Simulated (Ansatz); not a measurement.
# C2H7FSSi: the cost of one run

Method: functionals in def2-TZVPP, the program's frozen cores in correlated methods; program: Ansatz 0.2.0, Gaussian basis.

Plan: PBE-D4, r2SCAN-D4, PBE0-D4, B3LYP-D4, ωB97X-V, ωB97M-V, B2PLYP; CCSD(T)/def2-TZVPP; MP2/def2-QZVPP; extrapolation to the limit.

## (1) The relaxed structure

The geometry comes from an earlier relaxation with PBE0-D4 in a triple-zeta def2 set; it is a stationary point, not always the lowest conformer.

SMILES `FCSC[SiH3]`, 12 atoms, charge 0, spin multiplicity 1.

Atoms are counted from 1 here; the program's logs count them from 0.

Bond lengths: F1–C2 1.381 Å, C2–S3 1.778 Å, C2–H6 1.092 Å, C2–H7 1.092 Å, S3–C4 1.813 Å, C4–Si5 1.881 Å, C4–H8 1.093 Å, C4–H9 1.092 Å, Si5–H10 1.487 Å, Si5–H11 1.484 Å, Si5–H12 1.489 Å. Angles: F1–C2–S3 112.7°, F1–C2–H6 107.5°, F1–C2–H7 108.6°, S3–C2–H6 111.1°, S3–C2–H7 106.6°, H6–C2–H7 110.3°, C2–S3–C4 100.3°, S3–C4–Si5 111.9°, S3–C4–H8 105.7°, S3–C4–H9 109.2°, Si5–C4–H8 109.5°, Si5–C4–H9 113.5°, H8–C4–H9 106.6°, C4–Si5–H10 110.2°, C4–Si5–H11 109.0°, C4–Si5–H12 110.7°, H10–Si5–H11 109.0°, H10–Si5–H12 108.5° and more.

## (2) PBE-D4 (GGA)

Contents of in.yaml:

```yaml
crystal:
  periodic: [false, false, false]
  atoms:
    - {symbol: F, position_ang: [-2.232796, 0.510890, 1.420815]}
    - {symbol: C, position_ang: [-0.968467, 1.054734, 1.310199]}
    - {symbol: S, position_ang: [0.319120, -0.143492, 1.568724]}
    - {symbol: C, position_ang: [0.175115, -1.107316, 0.039688]}
    - {symbol: Si, position_ang: [1.009562, -0.249178, -1.411447]}
    - {symbol: H, position_ang: [-0.890798, 1.507406, 0.319518]}
    - {symbol: H, position_ang: [-0.846604, 1.815073, 2.084744]}
    - {symbol: H, position_ang: [0.677965, -2.056857, 0.239970]}
    - {symbol: H, position_ang: [-0.876140, -1.342049, -0.138202]}
    - {symbol: H, position_ang: [0.450814, 1.116578, -1.591110]}
    - {symbol: H, position_ang: [2.464895, -0.145216, -1.139382]}
    - {symbol: H, position_ang: [0.794335, -1.015873, -2.669516]}
basis:
  gaussian: {orbitals: def2-TZVPP}
hamiltonian: {xc: pbe, dispersion: d4}
output: {forces: true, orbitals: {seedname: orbitals}}
```

The run is started by

```console
$ ansatz run in.yaml --threads 4 --pin off --events-out ev --progress --plain --max-ram 10444MiB
```

Q: Estimate wall time and peak memory on 4 threads of Arm Neoverse V1, shared host.

About 3.1 s, with a peak of 0.39 GiB.
